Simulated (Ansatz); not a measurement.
# TePb2Se: the cost of one run

Program: Ansatz 0.2.0. Level of theory: DFT r2SCAN, scalar-relativistic, plane waves, PAW. These are calculated values, not measurements.

### Step 1. The structure to begin with

It takes space group R-3m (No. 166, trigonal). The conventional cell has a = 4.494 Å, b = 4.494 Å, c = 22.005 Å, α = 90.00°, β = 90.00°, γ = 120.00°. Around Te (site symmetry -3m) lie 6 Pb at 3.25 Å. Around Pb (site symmetry 3m) lie 3 Se at 3.11 Å and 3 Te at 3.25 Å. Se (site symmetry -3m) is surrounded by 6 Pb at 3.11 Å.

Coordinates:

```cif
data_structure
_symmetry_space_group_name_H-M 'P 1'
_symmetry_Int_Tables_number 1
_cell_length_a 7.7804
_cell_length_b 7.7804
_cell_length_c 7.7804
_cell_angle_alpha 33.574
_cell_angle_beta 33.574
_cell_angle_gamma 33.574
_cell_volume 128.30
loop_
_atom_site_label
_atom_site_type_symbol
_atom_site_fract_x
_atom_site_fract_y
_atom_site_fract_z
_atom_site_occupancy
Te1 Te 0.50000 0.50000 0.50000 1
Pb1 Pb 0.74470 0.74470 0.74470 1
Pb2 Pb 0.25530 0.25530 0.25530 1
Se1 Se 0.00000 0.00000 0.00000 1
```

Source of the structure: the Materials Project (structure only).

(A quick probe on a coarse mesh, which set the mesh and smearing, is not shown.)

### Step 3. Relaxing cell and atoms

input.yaml reads:

```yaml
crystal:
  lattice:
    - [2.2470990907, 1.2973632649, 7.3349964561]
    - [-2.2470990907, 1.2973632649, 7.3349964561]
    - [0.0, -2.5947265298, 7.3349964561]
  atoms:
    - { symbol: Te, position: [0.5, 0.5, 0.5] }
    - { symbol: Pb, position: [0.74469737, 0.74469737, 0.74469737] }
    - { symbol: Pb, position: [0.25530263, 0.25530263, 0.25530263] }
    - { symbol: Se, position: [0.0, 0.0, 0.0] }
basis:
  ecutwfc: 500
kpoints:
  mp_grid: { grid: [9, 9, 9] }
hamiltonian:
  xc: r2scan
scf:
  occupations: { method: gaussian, width: 0.02 }
output:
  forces: true
  stress: true
  eigenvalues: true
  write_density: true
  write_potential: true
  elf: true
  volumetric_format: npy
relax:
  adjacent_minimum: "off"
  f_tol: 0.005
  max_steps: 80
  cell: { stress_tol: 0.05 }
```

Started as:

```console
> ansatz run input.yaml --threads 1 --pin off --max-ram 2560MiB --backend cpu --events-out ev --progress --plain --runs-dir out
```

Q: Estimate wall time and peak memory on 1 thread of Arm Neoverse V1, shared host.

About 3.4 min, with a peak of 0.98 GiB.
